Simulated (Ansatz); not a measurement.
Set up this calculation in Ansatz 0.2.0, as the native input.

- Task: single point
- Functional: HSE06
- Potentials or basis: Ansatz PAW
- Cutoff: 420 eV (not typed: the program's choice for these potentials)
- k mesh: 3 × 3 × 3
- Occupations: fermi-dirac, width 0.05 eV
- Spin: spin-orbit coupling, no magnetisation

The system is BiTe.

```
Bi Te
1.0
     2.42271    1.39875    3.31729
    -2.42271    1.39875    3.31729
     0.00000   -2.79750    3.31729
Bi Te
1 1
Direct
  0.50000 0.50000 0.50000
  0.00000 0.00000 0.00000
```

The cell comes from a database or a generator and needn't be the stable form of this composition.

One way to write it, as run:

input.yaml

```yaml
crystal:
  lattice:
    - [2.4227077728, 1.3987509848, 3.3172919545]
    - [-2.4227077728, 1.3987509848, 3.3172919545]
    - [0.0, -2.7975019696, 3.3172919545]
  atoms:
    - { symbol: Bi, position: [0.5, 0.5, 0.5] }
    - { symbol: Te, position: [0.0, 0.0, 0.0] }
hamiltonian:
  xc: hse06
  pseudopotentials: { kind: paw_fr }
magnetization:
  noncollinear: true
  spin_orbit: true
kpoints:
  mp_grid: { grid: [3, 3, 3] }
scf:
  occupations: { method: fermi_dirac, width: 0.05 }
output:
  forces: true
  stress: true
  eigenvalues: true
```

Potentials or basis: Ansatz PAW.

Launch:

```sh
$ ansatz run input.yaml --threads 2 --pin off --max-ram 5632MiB --backend cpu --events-out ev --progress --plain --runs-dir out
```

It gave:

```
Pressure               : 0.1 GPa
Band gap on the k mesh : none (metal or under the smearing width)
```

Caveat: the k mesh is coarse (spacing up to 0.54 Å⁻¹), so the values aren't converged, least of all with exact exchange; the PAW data sets come from PBE, with cores solved anew for the run's functional, which leaves a small shift of forces and pressure; the thresholds are loose for stress.

It took 58 s on 2 threads of Arm Neoverse V1, on a shared host, peak memory 1.1 GiB.
